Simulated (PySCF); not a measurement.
# Pm(OH)3: other functionals and bases at one geometry

One table from this session's results is given with a row withheld; the runs are named, their logs left out.

Method: several levels, as the steps say, no spin–orbit coupling; program: PySCF 2.14.0.

1 further run of the same task is left out (for a known fault of the program).

## Where the work starts

7 atoms, charge 0, spin multiplicity 1.

Bond lengths: Pm1–O2 2.108 Å, Pm1–O4 2.108 Å, Pm1–O6 2.108 Å, O2–H3 0.957 Å, O4–H5 0.957 Å, O6–H7 0.957 Å. Angles: O2–Pm1–O4 119.1°, O2–Pm1–O6 119.1°, O4–Pm1–O6 119.1°, Pm1–O2–H3 176.1°, Pm1–O4–H5 176.1°, Pm1–O6–H7 176.1°.

As a file:

| atom | x (Å) | y (Å) | z (Å) |
| --- | --- | --- | --- |
| Pm1 | 0.0000 | 0.0000 | -0.0905 |
| O2 | 2.0987 | 0.0000 | 0.1069 |
| H3 | 3.0429 | 0.0000 | 0.2607 |
| O4 | -1.0493 | 1.8175 | 0.1069 |
| H5 | -1.5214 | 2.6352 | 0.2607 |
| O6 | -1.0494 | -1.8175 | 0.1069 |
| H7 | -1.5214 | -2.6352 | 0.2607 |

Formal oxidation states: Pm +3. Each metal's 4 4f electrons lie in its core potential, so multiplicities, spins and levels count the valence alone. An earlier session relaxed this geometry at PBE0, Pm lcecp-1-SVP with ECP50, O def2-SVP, H def2-SVP (singlet, point group C3v).

At PBE0 on the finer grid: E = -261.340454 Eh, HOMO -7.53 eV, LUMO -1.25 eV, Mulliken charge on Pm1 +1.11 e, largest force component 0.006 eV/Å. 

Levels to run: revPBE; M06-L; PBE0, TZVP. Hardware: 2 threads of Arm Neoverse V2, shared host.

The first run:

run.py (the lines that set the calculation) reads:

```python
mol = gto.M(atom='''
Pm     0.00000     0.00000    -0.09047
O      2.09870    -0.00001     0.10687
H      3.04285    -0.00002     0.26068
O     -1.04934     1.81753     0.10687
H     -1.52141     2.63520     0.26068
O     -1.04936    -1.81752     0.10687
H     -1.52144    -2.63518     0.26068''',
    basis={'Pm': 'lcecp-1-SVP', 'O': 'def2-SVP', 'H': 'def2-SVP'},
    ecp={'Pm': 'lcecp-1-SVP'},
    charge=0, spin=0)
mf = dft.RKS(mol, xc='PBE_R,PBE')
mf.grids.atom_grid = (75, 302)  # f atoms: unpruned, at least (60, 302)
mf = mf.density_fit()  # fitting sets: Pm AutoAux, O def2-universal-JKFIT, H def2-universal-JKFIT
mf.conv_tol = 1e-08; mf.max_cycle = 55
mf.kernel(dm0)  # dm0: the density of the relaxed state
```

Started as:

```console
OMP_NUM_THREADS=2 python run.py
```

Steps of the session up to this table: revPBE; M06-L; PBE0, TZVP.

One table of the session follows, with a row left open; its other results are not shown here.

```
              level  HOMO (eV)  gap (eV)  charge on Pm1 (e)  dipole (D)  largest force component (eV/Å)
PBE0 (relaxed here)      -7.53      6.28               1.11        0.72                            0.01
             revPBE          ?         ?                  ?           ?                               ?
              M06-L      -6.00      5.20               1.25        0.76                            0.31
         PBE0, TZVP      -7.81      6.50               1.63        0.82                            0.28
```

**Question.** Estimate the row for revPBE.

**Answer.** HOMO (eV): -5.79; gap (eV): 3.96; charge on Pm1 (e): 0.92; dipole (D): 0.66; largest force component (eV/Å): 0.59. In the column «HOMO (eV)» it is the highest.

In one basis the HOMO–LUMO gap runs from 3.96 eV (revPBE) to 6.28 eV (PBE0). The largest leftover force, 0.59 eV/Å with revPBE, stands at a geometry relaxed at another level. With 4f in the core, its levels are missing from HOMO and gap, and its count is fixed, so no charge can pass from the ligands into it. Total energies of different levels can't be compared.
